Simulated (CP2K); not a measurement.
BiTe under changes of volume

One of the cells (33.855 Å³/atom); the others are scaled copies at fixed shape and fractional positions:

```
CELL_PARAMETERS angstrom
4.57498 0.00000 0.00000
2.28749 3.96205 0.00000
2.28749 1.32068 3.73546
ATOMIC_POSITIONS crystal
Bi 0.00000 0.00000 0.00000
Te 0.50000 0.50000 0.50000
```

- Program: CP2K 2026.2
- Functional: r2SCAN
- Potentials or basis: POTENTIAL_UZH Bi GTH-SCAN-q5, Te GTH-SCAN-q6; TZVP-MOLOPT-SCAN-GTH basis
- Density cutoff: 9184 eV
- k mesh: 7 × 7 × 7
- Occupations: fermi-dirac, width 0.01 eV
- Spin: no spin polarisation

| volume (Å³/atom) | energy over the lowest point (meV/atom) | pressure (GPa) |
| --- | --- | --- |
| 31.824 | 13.35 | 2.8 |
| 32.501 | 4.07 | 1.6 |
| 33.178 | 0.00 | 0.4 |
| 33.855 | 0.56 | -0.6 |
| 34.532 | 5.22 | -1.5 |
| 35.209 | 13.51 | -2.4 |
| 35.886 | ? | ? |

Question: What does the run at 35.886 Å³/atom give?

Answer: Energy over the lowest point 25.07 meV/atom; pressure -3.1 GPa.

Worked out: A Birch-Murnaghan fit of order 3 (a polynomial in V^(-2/3)) to the other rows has its minimum at 33.43 Å³/atom with B0 = V·E''(V) = 52 GPa and B' = 4.9. It gives 25.02 meV/atom at 35.886 Å³/atom, against the run's 25.07, and -dE/dV = -3.1 GPa, against -3.1.

Energies are extrapolated to zero smearing.

Caveats: the basis of atomic orbitals isn't converged, which shifts pressures, moduli and gaps.
